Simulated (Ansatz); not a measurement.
# H2 on TiB2 (101)

The task, for TiB2: prepare the clean (101) slab, then adsorb H2 from several starts and take the binding apart.

Computed with Ansatz 0.2.0 (DFT PBE+D3(BJ), scalar-relativistic, plane waves, PAW, unless a step's input says otherwise).

1 further run of the same task is left out (set aside as unsound or not needed).

## (1) The starting structure

The structure is hexagonal, space group P6/mmm (No. 191). The conventional cell has a = 3.004 Å, b = 3.004 Å, c = 3.182 Å, α = 90.00°, β = 90.00°, γ = 120.00°. Around Ti (site symmetry 6/mmm) lie 12 B at 2.35 Å. Around B (site symmetry -6m2) lie 3 B at 1.73 Å and 6 Ti at 2.35 Å.

As a file:

```xyz
3
Lattice="3.0037 0.0000 0.0000 -1.5019 2.6013 0.0000 0.0000 0.0000 3.1817" Properties=species:S:1:pos:R:3 pbc="T T T"
Ti    0.0000    0.0000    0.0000
B     0.0000    1.7342    1.5908
B     1.5019    0.8671    1.5908
```

It is the result of an earlier relaxation at this level (volume 8.29 Å³/atom; gap on the mesh: none (metal)).

## (2) The slab

Planes are indexed in the bulk's conventional cell (P6/mmm (No. 191)), a = 3.004 Å, b = 3.004 Å, c = 3.182 Å, α = 90.00°, β = 90.00°, γ = 120.00°.

A (101) slab, 6.7 Å thick as cut, with 16 Å of vacuum, in a 2×2 surface cell; its outer planes are B (top) and B (bottom).

The slab as cut. Layers, bottom to top:

```csv
plane,atoms per cell,height over the lowest (Å)
1,Ti4B8,0.00
2,Ti4B8,2.01
3,Ti4B8,4.03
4,Ti4B8,6.04
```

## (3) Relaxing the clean slab

File input.yaml:

```yaml
crystal:
  lattice:
    - [6.0074565198, 0.0, 0.0]
    - [-3.0037282599, 8.2194200708, 0.0]
    - [0.0, 0.0, 22.7129271105]
  atoms:
    - { symbol: B, position: [0.7084677959, 0.4169355918, 0.3522223252] }
    - { symbol: B, position: [0.7084677959, 0.9169355918, 0.3522223252] }
    - { symbol: B, position: [0.2084677959, 0.4169355918, 0.3522223252] }
    - { symbol: B, position: [0.2084677959, 0.9169355918, 0.3522223252] }
    - { symbol: Ti, position: [0.3501613551, 0.2003227101, 0.3670000927] }
    - { symbol: Ti, position: [0.3501613551, 0.7003227101, 0.3670000927] }
    - { symbol: Ti, position: [0.8501613551, 0.2003227101, 0.3670000927] }
    - { symbol: Ti, position: [0.8501613551, 0.7003227101, 0.3670000927] }
    - { symbol: B, position: [0.4918549142, 0.4837098285, 0.3817778602] }
    - { symbol: B, position: [0.4918549142, 0.9837098285, 0.3817778602] }
    - { symbol: B, position: [0.9918549142, 0.4837098285, 0.3817778602] }
    - { symbol: B, position: [0.9918549142, 0.9837098285, 0.3817778602] }
    - { symbol: B, position: [0.0586291509, 0.6172583019, 0.4408889301] }
    - { symbol: B, position: [0.0586291509, 0.1172583019, 0.4408889301] }
    - { symbol: B, position: [0.5586291509, 0.6172583019, 0.4408889301] }
    - { symbol: B, position: [0.5586291509, 0.1172583019, 0.4408889301] }
    - { symbol: Ti, position: [0.7003227101, 0.4006454202, 0.4556666976] }
    - { symbol: Ti, position: [0.7003227101, 0.9006454202, 0.4556666976] }
    - { symbol: Ti, position: [0.2003227101, 0.4006454202, 0.4556666976] }
    - { symbol: Ti, position: [0.2003227101, 0.9006454202, 0.4556666976] }
    - { symbol: B, position: [0.8420162693, 0.6840325386, 0.470444465] }
    - { symbol: B, position: [0.8420162693, 0.1840325386, 0.470444465] }
    - { symbol: B, position: [0.3420162693, 0.6840325386, 0.470444465] }
    - { symbol: B, position: [0.3420162693, 0.1840325386, 0.470444465] }
    - { symbol: B, position: [0.408790506, 0.817581012, 0.529555535] }
    - { symbol: B, position: [0.408790506, 0.317581012, 0.529555535] }
    - { symbol: B, position: [0.908790506, 0.817581012, 0.529555535] }
    - { symbol: B, position: [0.908790506, 0.317581012, 0.529555535] }
    - { symbol: Ti, position: [0.0504840652, 0.6009681303, 0.5443333024] }
    - { symbol: Ti, position: [0.0504840652, 0.1009681303, 0.5443333024] }
    - { symbol: Ti, position: [0.5504840652, 0.6009681303, 0.5443333024] }
    - { symbol: Ti, position: [0.5504840652, 0.1009681303, 0.5443333024] }
    - { symbol: B, position: [0.1921776243, 0.8843552487, 0.5591110699] }
    - { symbol: B, position: [0.1921776243, 0.3843552487, 0.5591110699] }
    - { symbol: B, position: [0.6921776243, 0.8843552487, 0.5591110699] }
    - { symbol: B, position: [0.6921776243, 0.3843552487, 0.5591110699] }
    - { symbol: B, position: [0.758951861, 0.0179037221, 0.6182221398] }
    - { symbol: B, position: [0.758951861, 0.5179037221, 0.6182221398] }
    - { symbol: B, position: [0.258951861, 0.0179037221, 0.6182221398] }
    - { symbol: B, position: [0.258951861, 0.5179037221, 0.6182221398] }
    - { symbol: Ti, position: [0.4006454202, 0.8012908404, 0.6329999073] }
    - { symbol: Ti, position: [0.4006454202, 0.3012908404, 0.6329999073] }
    - { symbol: Ti, position: [0.9006454202, 0.8012908404, 0.6329999073] }
    - { symbol: Ti, position: [0.9006454202, 0.3012908404, 0.6329999073] }
    - { symbol: B, position: [0.5423389794, 0.0846779588, 0.6477776748] }
    - { symbol: B, position: [0.5423389794, 0.5846779588, 0.6477776748] }
    - { symbol: B, position: [0.0423389794, 0.0846779588, 0.6477776748] }
    - { symbol: B, position: [0.0423389794, 0.5846779588, 0.6477776748] }
basis:
  ecutwfc: 420
kpoints:
  mp_grid: { grid: [4, 3, 1] }
hamiltonian:
  xc: pbe
  dispersion: d3bj
scf:
  occupations: { method: gaussian, width: 0.1 }
output:
  forces: true
  eigenvalues: true
  write_density: true
  write_potential: true
  elf: true
  volumetric_format: npy
relax:
  adjacent_minimum: "off"
  f_tol: 0.03
  max_steps: 70
  constraints:
    - { sites: [0, 1, 2, 3, 4, 5, 6, 7, 8, 9, 10, 11, 12, 13, 14, 15, 16, 17, 18, 19, 20, 21, 22, 23] }
efield:
  axis: 3
  dipole_correction: true
  ramp_width: 0.04
```

Command:

```bash
ansatz run input.yaml --threads 4 --pin off --max-ram 12288MiB --backend cpu --events-out ev --progress --plain --runs-dir out
```

Further runs follow: H2, tilted, over a top (B) site; H2, flat, over a hollow (nearest Ti) site; the lowest end once more, with its density; the slab alone, frozen as in the lowest end; the molecules alone, frozen as adsorbed.

**Question.** What will these runs give? Wanted: clean slab: work function; clean slab: dipole along +c; H2: lowest end; interaction of the frozen parts; electrons moved above the midplane.

The runs gave:

```
                                    quantity                                          value
                   clean slab: work function      4.55 eV (top face), 4.74 eV (bottom face)
                 clean slab: dipole along +c                             0.051 e·Å per cell
                              H2: lowest end  E_ads -0.47 eV, flat start over hollow Ti-B-B
             interaction of the frozen parts                                -0.52 eV a cell
                  cost of deforming the slab                                        0.02 eV
cost of deforming and crowding the molecules                                        0.04 eV
          electrons moved above the midplane                                         +0.021
```

In words: H2 binds with 0.47 eV a molecule at best. In the lowest end it has come apart into H + H. In all 0.22 electrons are rearranged, and 0.02 cross the midplane towards the molecule.
